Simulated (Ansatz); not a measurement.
# SiH3Br + HCl: a complex and its separated parts

Aim: how far the complex at one end of a reaction step lies below its separated, relaxed parts, level by level.

Program: Ansatz 0.2.0, Gaussian basis. Level of theory: PBE0-D4/def2-TZVP structures, single points in def2-TZVPP, no counterpoise correction. These are calculated values, not measurements.

Levels: SPW92, PBE-D4, BLYP-D4, r2SCAN-D4, B97M-V, PBE0-D4, B3LYP-D4, r2SCAN0-D4, BHLYP-D4, CAM-B3LYP-D4, wB97X-V, wB97M-V, B2PLYP, PBE-QIDH, RPA on PBE, Hartree-Fock, MP2, CCSD, CCSD(T).

Correlated methods freeze the cores. Filled d shells of the heavier atoms are correlated. B3LYP uses VWN-RPA correlation. B2PLYP carries no dispersion term here.

94 further runs of the same task are left out: 94 set aside as unsound or not needed.

**1. The starting structure**

The complex: 7 atoms, charge 0, spin multiplicity 1.

Atoms are counted from 1 here; the program's logs count them from 0.

Bond lengths: Si1–Br2 2.235 Å, Si1–H3 1.479 Å, Si1–H4 1.478 Å, Si1–H5 1.478 Å, H6–Cl7 1.288 Å. Angles: Br2–Si1–H3 107.1°, Br2–Si1–H4 107.8°, Br2–Si1–H5 107.8°, H3–Si1–H4 111.2°, H3–Si1–H5 111.2°, H4–Si1–H5 111.5°.

Coordinates:

```
Si   -0.8654   -0.6251   -0.1523
Br    1.2453   -1.3218   -0.3878
H    -1.7415   -1.7789   -0.4519
H    -1.0373   -0.1710    1.2439
H    -1.0864    0.4781   -1.1110
H     1.8468    1.0970    0.2600
Cl    1.6384    2.3219    0.5991
```

Its parts: SiH3Br holds atoms 1, 2, 3, 4, 5; HCl holds atoms 6, 7. Each part counts its atoms afresh in its own runs.

**2. Relaxing SiH3Br alone**

Input file relax-a/in.yaml:

```yaml
crystal:
  periodic: [false, false, false]
  atoms:
    - {symbol: Si, position_ang: [-0.865370, -0.625122, -0.152283]}
    - {symbol: Br, position_ang: [1.245325, -1.321836, -0.387784]}
    - {symbol: H, position_ang: [-1.741515, -1.778941, -0.451935]}
    - {symbol: H, position_ang: [-1.037297, -0.171023, 1.243926]}
    - {symbol: H, position_ang: [-1.086391, 0.478132, -1.110962]}
basis:
  gaussian: {orbitals: def2-TZVP}
hamiltonian: {xc: pbe0, dispersion: d4}
relax: {f_tol: 0.005, max_steps: 200}
```

The run is started by

```
ansatz run in.yaml --threads 4 --pin off --events-out ev --progress --plain --max-ram 9574MiB
```

Further steps of the session: Relaxing HCl alone; SPW92/def2-TZVPP; PBE-D4/def2-TZVPP; BLYP-D4/def2-TZVPP; r2SCAN-D4/def2-TZVPP; B97M-V/def2-TZVPP; PBE0-D4/def2-TZVPP; B3LYP-D4/def2-TZVPP; r2SCAN0-D4/def2-TZVPP; BHLYP-D4/def2-TZVPP; CAM-B3LYP-D4/def2-TZVPP; wB97X-V/def2-TZVPP; wB97M-V/def2-TZVPP; B2PLYP/def2-TZVPP; PBE-QIDH/def2-TZVPP; RPA on PBE/def2-TZVPP; CCSD(T)/def2-TZVPP; Vibrations of SiH3Br; Vibrations of HCl.

Q: Predict the outcome of this session. Wanted: complex less parts, CCSD(T)/def2-TZVPP; with zero-point energy; largest T1 diagnostic.

As calculated:

| quantity | value |
| --- | --- |
| complex less parts, CCSD(T)/def2-TZVPP | -0.102 eV |
| with zero-point energy | -0.065 eV |
| largest T1 diagnostic | 0.008 |

**Reading.** At CCSD(T) the complex lies 0.102 eV below its parts. PBE-QIDH is the best functional here (+0.004 eV from CCSD(T)); SPW92 is the worst (-0.125 eV). Mean unsigned error by rung: LDA 0.125, GGA 0.055, meta-GGA 0.020, hybrid 0.031, range-separated hybrid 0.021, double hybrid 0.014 eV. PBE-D4 gives a relative energy 0.060 eV too low, an error of 59 % of the reference. No counterpoise was applied, and triple zeta lacks some correlation, so the CCSD(T) reference has a basis error of its own, and close matches with it are partly luck.
